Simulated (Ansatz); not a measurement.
**Br2HOSi radical: one species, many methods**

How much do the methods differ for Br2HOSi radical? The plan is to run it at one geometry with functionals of several rungs and with coupled cluster. The yardstick is the atomisation energy at the CCSD(T) limit.

The runs use Ansatz 0.2.0, Gaussian basis; functionals in def2-TZVPP, the program's frozen cores in correlated methods.

Plan: LDA (SPW92), PBE-D4, revPBE-D4, BLYP-D4, r2SCAN-D4, B97M-V, PBE0-D4, B3LYP-D4, r2SCANh-D4, r2SCAN0-D4, HSE06-D4, BHLYP-D4, CAM-B3LYP-D4, LC-ωPBE, ωB97X-V, ωB97M-V, B2PLYP, PBE-QIDH; CCSD(T)/def2-SVP; CCSD(T)/def2-TZVPP; MP2/def2-QZVPP; extrapolation to the limit; RPA on PBE.

### 1 The relaxed structure

The geometry comes from an earlier relaxation with PBE0-D4 in a triple-zeta def2 set; it is a stationary point.

SMILES `O[Si](Br)Br`, 5 atoms, charge 0, spin multiplicity 2.

Atoms are counted from 1 here; the program's logs count them from 0.

Bond lengths: O1–Si2 1.634 Å, O1–H5 0.961 Å, Si2–Br3 2.215 Å, Si2–Br4 2.234 Å. Angles: Si2–O1–H5 117.2°, O1–Si2–Br3 106.6°, O1–Si2–Br4 109.6°, Br3–Si2–Br4 111.4°.

Geometry (Å):

```xyz
5

O     0.0238    1.1965    0.2923
Si   -0.4981   -0.3482    0.1816
Br    0.4919   -1.4702    1.8141
Br    0.0382   -1.1799   -1.8217
H    -0.0059    1.7282   -0.5077
```

### 2 LDA

This LDA is Slater exchange with PW92 correlation.

in.yaml reads:

```yaml
crystal:
  periodic: [false, false, false]
  atoms:
    - {symbol: O, position_ang: [0.023773, 1.196490, 0.292297]}
    - {symbol: Si, position_ang: [-0.498111, -0.348199, 0.181592]}
    - {symbol: Br, position_ang: [0.491924, -1.470234, 1.814135]}
    - {symbol: Br, position_ang: [0.038178, -1.179947, -1.821715]}
    - {symbol: H, position_ang: [-0.005864, 1.728188, -0.507708]}
basis:
  gaussian: {orbitals: def2-TZVPP}
magnetization: {spin_polarized: true, initial_magnetization: 1}
hamiltonian: {xc: lda}
output: {orbitals: {seedname: orbitals}}
```

The runs that follow: PBE-D4 (GGA); revPBE-D4 (GGA); BLYP-D4 (GGA); r2SCAN-D4 (meta-GGA); B97M-V (meta-GGA); PBE0-D4 (hybrid); B3LYP-D4 (hybrid); r2SCANh-D4 (hybrid); r2SCAN0-D4 (hybrid); HSE06-D4 (hybrid); BHLYP-D4 (hybrid); CAM-B3LYP-D4 (range-separated); LC-ωPBE-D4 (range-separated); ωB97X-V (range-separated); ωB97M-V (range-separated); B2PLYP (double hybrid); PBE-QIDH (double hybrid); CCSD(T) in def2-SVP; CCSD(T) in def2-TZVPP; MP2 in def2-QZVPP; RPA on PBE orbitals.

Before running them: what should the planned runs give, taken together? Wanted: atomisation energy, CCSD(T)/CBS; farthest beyond LDA; mean size of error, GGA; mean size of error, meta-GGA; mean size of error, hybrid; mean size of error, range-separated; mean size of error, double hybrid; gap, smallest and largest; T1 diagnostic.

**Answer**, as computed:

```
                               quantity                                     value
        atomisation energy, CCSD(T)/CBS                             1581.6 kJ/mol
 functionals within 15.8 kJ/mol (1.0 %)     B97M-V, PBE0-D4, r2SCANh-D4, HSE06-D4
                    farthest beyond LDA                   BHLYP-D4 (-95.2 kJ/mol)
                mean size of error, GGA                               26.2 kJ/mol
           mean size of error, meta-GGA                               16.5 kJ/mol
             mean size of error, hybrid                               30.7 kJ/mol
    mean size of error, range-separated                               29.0 kJ/mol
      mean size of error, double hybrid                               35.5 kJ/mol
              gap, smallest and largest  1.05 eV (LDA (SPW92)), 8.35 eV (LC-ωPBE)
                          T1 diagnostic                                    0.0108
triples share of the correlation energy                                     3.6 %
```

What this shows: LDA overbinds by 263.8 kJ/mol (17 %). PBE-D4 is off by +31.1 kJ/mol. Double hybrids carry the basis error of their MP2 part in triple zeta, and no dispersion term here, so their miss is partly the set-up's. Taken by rung, meta-GGA functionals do best (16.5 kJ/mol on average) and double hybrid ones worst beyond LDA (35.5 kJ/mol). Misses under about 15.8 kJ/mol are within the doubt on the reference itself, which lacks core-valence correlation, relativity and higher excitations, and its outer-core shells are covered unevenly. All levels share the lack of spin-orbit coupling, which lowers the free heavy atoms and so the true binding. Hartree-Fock recovers 68 % of the binding; the rest is correlation. CCSD(T) in def2-SVP is off by -191.9 kJ/mol, worse than the median functional, from the basis alone. The gap grows from 1.0 to 8.3 eV across the functionals, mostly with the share of exact exchange. Correlated methods include outer-core shells of Br, which these sets cover unevenly.
